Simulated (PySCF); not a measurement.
# H6O4Tl2 (Tl2(OH)2(H2O)2): the cost of one run

Program: PySCF 2.14.0. Level of theory: PBE0, Tl def2-SVP with ECP60, O def2-SVP, H def2-SVP; scalar-relativistic core potentials, no spin–orbit coupling. These are calculated values, not measurements.

3 further runs of the same task are left out: 2 for a known fault of the program, 1 that didn't finish. Runs told in other sessions of the task aren't counted.

**1. The starting structure**

12 atoms, charge 0, spin multiplicity 1.

Bond lengths: Tl1–O3 2.322 Å, Tl1–O5 2.322 Å, Tl2–O3 2.322 Å, Tl2–O5 2.322 Å, O3–H4 0.963 Å, O5–H6 0.963 Å, O7–H8 0.964 Å, O7–H9 0.964 Å, O10–H11 0.964 Å, O10–H12 0.964 Å. Angles: O3–Tl1–O5 71.9°, O3–Tl2–O5 71.9°, Tl1–O3–Tl2 108.1°, Tl1–O3–H4 126.0°, Tl2–O3–H4 126.0°, Tl1–O5–Tl2 108.1°, Tl1–O5–H6 126.0°, Tl2–O5–H6 126.0°, H8–O7–H9 103.6°, H11–O10–H12 103.6°.

Coordinates:

```xyz
12
H6O4Tl2
Tl    0.0000    1.4495    1.1959
Tl    0.0000   -1.4495   -1.1959
O     1.3634    0.0000    0.0000
H     2.3262    0.0000    0.0000
O    -1.3634    0.0000    0.0000
H    -2.3262    0.0000    0.0000
O     0.0000   -0.3185    3.5646
H     0.7578    0.0709    4.0157
H    -0.7578    0.0709    4.0157
O     0.0000    0.3185   -3.5646
H     0.7578   -0.0709   -4.0157
H    -0.7578   -0.0709   -4.0157
```

Formal oxidation states: Tl +1. An earlier session relaxed this geometry at PBE0, Tl def2-SVP with ECP60, O def2-SVP, H def2-SVP (singlet, point group C2h).

Its energy there is -649.068770 Eh.

**2. Atoms moved at random, σ = 0.1 Å**

Input file run.py (the lines that set the calculation):

```python
mol = gto.M(atom='''
Tl    -0.02352     1.47746     1.40718
Tl     0.12788    -1.53792    -1.05944
O      1.41839     0.02893     0.00028
H      2.34223    -0.06810     0.10168
O     -1.48634    -0.06782    -0.09239
H     -2.38860     0.17141     0.02457
O     -0.05611    -0.19672     3.48775
H      0.74927     0.21273     3.81891
H     -0.71376    -0.03428     4.02711
O     -0.02804     0.22379    -3.66002
H      0.85926    -0.07845    -4.02706
H     -0.80065    -0.13103    -4.02857''',
    basis={'Tl': 'def2-SVP', 'O': 'def2-SVP', 'H': 'def2-SVP'},
    ecp={'Tl': 'def2-SVP'},
    charge=0, spin=0)
mf = dft.RKS(mol, xc='PBE0')
mf.grids.atom_grid = (50, 194)
mf = mf.density_fit()  # fitting sets: Tl def2-universal-JKFIT, O def2-universal-JKFIT, H def2-universal-JKFIT
mf.conv_tol = 1e-08; mf.max_cycle = 55
mf.kernel(dm0)  # dm0: the density of the relaxed state
```

Run with:

```console
> OMP_NUM_THREADS=4 python run.py
```

**Question.** How long does this run take on 4 threads of AMD EPYC 7R43 (Zen 3), shared host?

About 10 s.
